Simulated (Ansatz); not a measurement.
# FGeH3O: the cost of one run

All numbers below are computed with Ansatz 0.2.0 (RKS PBE-D4/def2-SVP).

## 1. The system as given

Bond lengths: Ge1–H2 1.550 Å, Ge1–H3 1.550 Å, Ge1–F4 1.679 Å, Ge1–O5 1.769 Å, O5–H6 1.010 Å. Angles: H2–Ge1–H3 109.5°, H2–Ge1–F4 109.5°, H2–Ge1–O5 109.5°, H3–Ge1–F4 109.5°, H3–Ge1–O5 109.5°, F4–Ge1–O5 109.5°, Ge1–O5–H6 109.5°.

Coordinates:

```xyz
6

Ge    0.0000    0.0000    0.0000
H     0.0000    0.0000    1.5500
H     1.4616    0.0000   -0.5162
F    -0.7913    1.3709   -0.5594
O    -0.8337   -1.4443   -0.5894
H    -1.2883   -1.9100    0.1830
```

## 2. Relaxing the start

Contents of input.yaml:

```yaml
crystal:
  periodic: [false, false, false]
  atoms:
    - { symbol: Ge, position_ang: [0.0, 0.0, 0.0] }
    - { symbol: H, position_ang: [0.0, 0.0, 1.55] }
    - { symbol: H, position_ang: [1.4616, 0.0, -0.5162] }
    - { symbol: F, position_ang: [-0.7913, 1.3709, -0.5594] }
    - { symbol: O, position_ang: [-0.8337, -1.4443, -0.5894] }
    - { symbol: H, position_ang: [-1.2883, -1.91, 0.183] }
basis:
  gaussian: { orbitals: def2-SVP }
hamiltonian:
  xc: pbe
  dispersion: d4
relax:
  f_tol: 0.02
  max_steps: 40
output:
  orbitals: {}
```

Command:

```
> ansatz run input.yaml --threads 1 --pin off --max-ram 2048MiB --backend cpu --events-out ev --progress --plain --runs-dir out
```

**Question.** How long does this run take on 1 thread of Arm Neoverse V2, shared host, and how much memory does it need?

About 14 s, with a peak of 0.13 GiB.
